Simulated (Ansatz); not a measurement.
This script drives Ansatz 0.2.0, Python API.

The script, `kconv_co.py`:
```python
import ansatz as az
import pandas as pd
from pymatgen.core import Lattice, Structure
from pymatgen.io.ase import AseAtomsAdaptor

XC = 'PBEsol'
FILLING = 'Fermi-Dirac'
WIDTH_EV = 0.02

pmg_structure = Structure(
    Lattice([(2.5074, 0.0, 0.0), (-1.2537, 2.17147, 0.0), (0.0, 0.0, 4.0699)]),
    ['Co', 'Co'],
    [
        (1 / 3, 2 / 3, 0.25),
        (2 / 3, 1 / 3, 0.75),
    ],
)
crystal = az.Crystal.from_ase(AseAtomsAdaptor.get_atoms(pmg_structure)).moments(Co=3.2)

model = crystal.calculation()
model = model.functional(XC)
model = model.pseudopotentials('nc')
model = model.occupations(FILLING, width=WIDTH_EV).spin(az.SpinTreatment.COLLINEAR)

rows = []
for value in [0.9, 0.7, 0.55, 0.45, 0.35]:
    r = model.kpoints(spacing=value).run().report
    rows.append((value, r['free_energy_ev'] / len(r['lattice']['sites']), r['n_iterations'], r['magnetization_mub'], r['n_kpoints']))

table = pd.DataFrame(rows, columns=['spacing (1/A)', 'F/atom (eV)', 'iterations', 'moment (muB)', 'k-points'])
print(table.round(5).to_string(index=False))

for row in rows[:-1]:
    shift = 1000 * (row[1] - rows[-1][1])
    print(f'{row[0]}: {shift:+.2f} meV/atom' + ('  (within 2 meV)' if abs(shift) < 2 else ''))
```

It is started by `python kconv_co.py`. How long does it take on 1 thread of Arm Neoverse V2, on a shared host, and how much memory does it need?

It took about 37 s, with a peak of 0.54 GiB, for 5 runs of the engine.

```console
$ python kconv_co.py
DeckWarning: basis.ecutwfc = 1306.14654 eV, auto-derived from the records' recommended cutoffs: set by Co (normal level)
 spacing (1/A)  F/atom (eV)  iterations  moment (muB)  k-points
          0.90  -4158.63208          11       3.37500         8
          0.70  -4158.63136          12       3.59316        10
          0.55  -4158.68806          10       3.33267        14
          0.45  -4158.63564          19       3.22308        24
          0.35  -4158.64887          11       3.11305        36
0.9: +16.79 meV/atom
0.7: +17.51 meV/atom
0.55: -39.19 meV/atom
0.45: +13.22 meV/atom
```
(Warnings from the package without file and line.)

The magnetic order follows from the starting moments and needn't be the lowest. Shifts are counted from the finest mesh, which is itself no proven limit.
